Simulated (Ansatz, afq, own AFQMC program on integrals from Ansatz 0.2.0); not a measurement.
# The aluminium atom (doublet): AFQMC on the coupled-cluster ladder, def2-SVP

An exercise on one series of results from a longer session: the logs are not shown, and one member is left open.

The runs use Ansatz 0.2.0, Gaussian basis, and an in-house AFQMC program (afq) on its integrals; all values are calculated; def2-SVP, frozen cores.

To be run: Full CI; PBE (unrestricted); r2SCAN (unrestricted); PBE0 (unrestricted); B3LYP (unrestricted); CCSD(T) on ROHF; wB97M-V (unrestricted); B2PLYP (unrestricted); Full CI; Full CI (quartet); CCSDT(Q) on ROHF; CCSDTQ on ROHF; Phaseless AFQMC, CISD trial on ROHF; Phaseless AFQMC, single-determinant trial on ROHF; Free-projection AFQMC, CISD trial on ROHF; CCSD(T) on UHF; Full CI; CCSDT(Q) on UHF; CCSDTQ on UHF; CCSD(T) on UHF; CCSD(T) on UHF; PBE (unrestricted); r2SCAN (unrestricted); PBE0 (unrestricted); B3LYP (unrestricted); wB97M-V (unrestricted); B2PLYP (unrestricted); Phaseless AFQMC, CISD trial on UHF; Phaseless AFQMC, single-determinant trial on UHF; Free-projection AFQMC, CISD trial on UHF.

### The atom

A free atom, in its lowest state of this spin that the program finds.

1 atom, charge 0, spin multiplicity 2.

Set-up of the first run:

in.yaml reads:

```yaml
crystal:
  periodic: [false, false, false]
  atoms:
    - {symbol: Al, position_ang: [0.000000, 0.000000, 0.000000]}
basis:
  gaussian: {orbitals: def2-SVP}
magnetization: {spin_polarized: false, initial_magnetization: 1}
correlation: {method: fci, electrons: outside_noble_gas}
```

On the command line:

```console
ansatz run in.yaml --threads 2 --pin off --events-out ev --progress --plain --max-ram 34560MiB --backend cuda --devices 0, --max-vram 37GiB
```

Steps of the session up to this table: Full CI; PBE (unrestricted); r2SCAN (unrestricted); PBE0 (unrestricted); B3LYP (unrestricted); CCSD(T) on ROHF; wB97M-V (unrestricted); B2PLYP (unrestricted); Full CI (quartet); CCSDT(Q) on ROHF; CCSDTQ on ROHF; Phaseless AFQMC, CISD trial on ROHF; Phaseless AFQMC, single-determinant trial on ROHF; Free-projection AFQMC, CISD trial on ROHF; CCSD(T) on UHF; CCSDT(Q) on UHF; CCSDTQ on UHF; Phaseless AFQMC, CISD trial on UHF; Phaseless AFQMC, single-determinant trial on UHF; Free-projection AFQMC, CISD trial on UHF.

One table of the session follows, with a row left open; its other results are not shown here.

On the ROHF determinant, counted from full CI (exact for this spin and basis):

| level | from full CI (meV) |
| --- | --- |
| HF | +1274.1 |
| MP2 | +422.3 |
| CCSD | +25.0 |
| CCSD(T) | +7.2 |
| CCSDT(Q) | -0.1 |
| CCSDTQ | -0.1 |
| full CI | 0.0 |
| Phaseless AFQMC, CISD trial, step 0.005, 4000 walkers | +1.6 |
| Phaseless AFQMC, single-determinant trial, step 0.005, 4000 walkers | +73.9 |
| Free-projection AFQMC, CISD trial, step 0.03, 4000 walkers | ? |

Estimate the missing values for Free-projection AFQMC, CISD trial, step 0.03, 4000 walkers.

**Answer.** from full CI (meV): +0.1. In the column «from full CI (meV)» it lies between full CI (0.0) and Phaseless AFQMC, CISD trial, step 0.005, 4000 walkers (+1.6).
